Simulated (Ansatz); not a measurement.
# TiO2: the cost of one run

Program: Ansatz 0.2.0. Level of theory: DFT PBE+U, PAW, plane waves, scalar-relativistic; U − J = 3 eV on Ti d. These are calculated values, not measurements.

## (1) The structure to begin with

It takes space group I4_1/amd (No. 141, tetragonal). Conventional cell: a = 3.784 Å, b = 3.784 Å, c = 9.514 Å, α = 90.00°, β = 90.00°, γ = 90.00°. Around Ti (site symmetry -4m2) lie 6 O at 1.93 to 1.98 Å. Around O (site symmetry 2mm) lie 3 Ti at 1.93 to 1.98 Å.

As a file:

```
CELL_PARAMETERS angstrom
-1.89225 1.89225 4.75715
1.89225 -1.89225 4.75715
1.89225 1.89225 -4.75715
ATOMIC_POSITIONS crystal
Ti 0.00000 0.00000 0.00000
Ti 0.75000 0.25000 0.50000
O 0.20806 0.20806 0.00000
O 0.95806 0.45806 0.50000
O 0.54194 0.04194 0.50000
O 0.79194 0.79194 0.00000
```

Labels such as O6 number the atoms in the order of the input file.

Known so far: 8 plain starts ended in 1 state. The lowest came from “parallel moments, plain SCF [Ti1 1.00, Ti2 1.00 μB]”: non-magnetic, a gap of 2.49 eV on the k-mesh, free energy -7272.4082 eV.

Runs to come: parallel moments, default search for lower states; opposed moments +-, default search for lower states; whole orbital fillings typed, symmetry off, plain SCF; the moments typed in its input, symmetry off, plain SCF; the moments typed in its input, standard search for lower states.

A plain SCF has the search for lower states switched off and ends at the first converged state. The default search runs further SCF cycles only where the state itself hints at a lower one. The standard and full searches may also try other magnetic orders and fillings, and need not reach the lowest state. With a search on, the program may also reshape the start on open shells. Ends within 0.2 meV/atom and 0.1 μB count as one state.

Site moments are integrals over atomic spheres and don't add up to the total.

## (2) Parallel moments, default search for lower states

Input file input.yaml:

```yaml
crystal:
  lattice:
    - [-1.89225, 1.89225, 4.75715]
    - [1.89225, -1.89225, 4.75715]
    - [1.89225, 1.89225, -4.75715]
  atoms:
    - { symbol: Ti, position: [0.0, 0.0, 0.0], spin: 1.0 }
    - { symbol: Ti, position: [0.75, 0.25, 0.5], spin: 1.0 }
    - { symbol: O, position: [0.20806, 0.20806, 0.0] }
    - { symbol: O, position: [0.95806, 0.45806, 0.5] }
    - { symbol: O, position: [0.54194, 0.04194, 0.5] }
    - { symbol: O, position: [0.79194, 0.79194, 0.0] }
magnetization:
  spin_polarized: true
hamiltonian:
  xc: pbe
  pseudopotentials: { kind: paw }
  hubbard: { sites: [{ species: Ti, l: d, u_eff: 3.0 }] }
basis:
  ecutwfc: 420
kpoints:
  mp_grid: { grid: [5, 5, 7] }
scf:
  occupations: { method: gaussian, width: 0.05 }
output:
  forces: true
  stress: true
```

Q: Estimate wall time and peak memory on 2 threads of an Arm CPU, shared host.

About 14 s, with a peak of 0.55 GiB.
